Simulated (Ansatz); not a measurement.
Run this with Ansatz 0.2.0 through its Python package and show what comes out.

Script `bend_ch5alsse.py`:
```python
'''Energy of CH5AlSSe against one bond angle.'''

import warnings

import ansatz as az
from ase import Atoms

warnings.simplefilter('ignore', az.DeckWarning)

atoms = Atoms(['C', 'Se', 'Al', 'S', 'H', 'H', 'H', 'H', 'H'], positions=[
    (-0.1388, 0.6325, -1.6946),
    (1.4009, 0.5706, -0.5923),
    (0.2932, -0.891, 0.9697),
    (-0.7712, -0.0111, 2.714),
    (-0.4568, -0.3412, -2.0912),
    (-1.0303, 1.119, -1.1246),
    (0.0469, 1.3367, -2.5717),
    (0.4499, -2.4582, 0.7833),
    (0.2947, -0.0036, 3.5903),
])

# relax first, so that the scan starts from a minimum
first = (
    az.Crystal.molecule_from_ase(atoms).calculation()
    .basis(gaussian='def2-SVP')
    .functional('r2scan0')
    .relax(force_tolerance=0.02, max_steps=80)
)
atoms.positions = first.run(threads=1).report['positions_ang']

rows = []
for angle in [85, 95, 105, 115, 125, 140, 160]:
    bent = atoms.copy()
    bent.set_angle(2, 1, 0, angle, indices=[0, 4, 5, 6])
    setup = (
        az.Crystal.molecule_from_ase(bent).calculation()
        .basis(gaussian='def2-SVP')
        .functional('r2scan0')
    )
    rows.append((angle, setup.run(threads=1).report['free_energy_ev']))
floor = min(e for _, e in rows)
for angle, e in rows:
    print(f'angle Al2-Se1-C0 = {angle:3d} deg   {1000 * (e - floor):9.1f} meV')
```

Output of `python bend_ch5alsse.py`:
```text
angle Al2-Se1-C0 =  85 deg       137.9 meV
angle Al2-Se1-C0 =  95 deg         0.0 meV
angle Al2-Se1-C0 = 105 deg        11.4 meV
angle Al2-Se1-C0 = 115 deg       122.9 meV
angle Al2-Se1-C0 = 125 deg       311.1 meV
angle Al2-Se1-C0 = 140 deg       689.1 meV
angle Al2-Se1-C0 = 160 deg      1211.5 meV
```

The scan is rigid, and the energies are electronic, in a modest basis. The zero is the lowest point of the grid, which needn't be the minimum. Finished in 5 min on 1 thread of Arm Neoverse V1, on a shared host, peak memory 0.35 GiB.
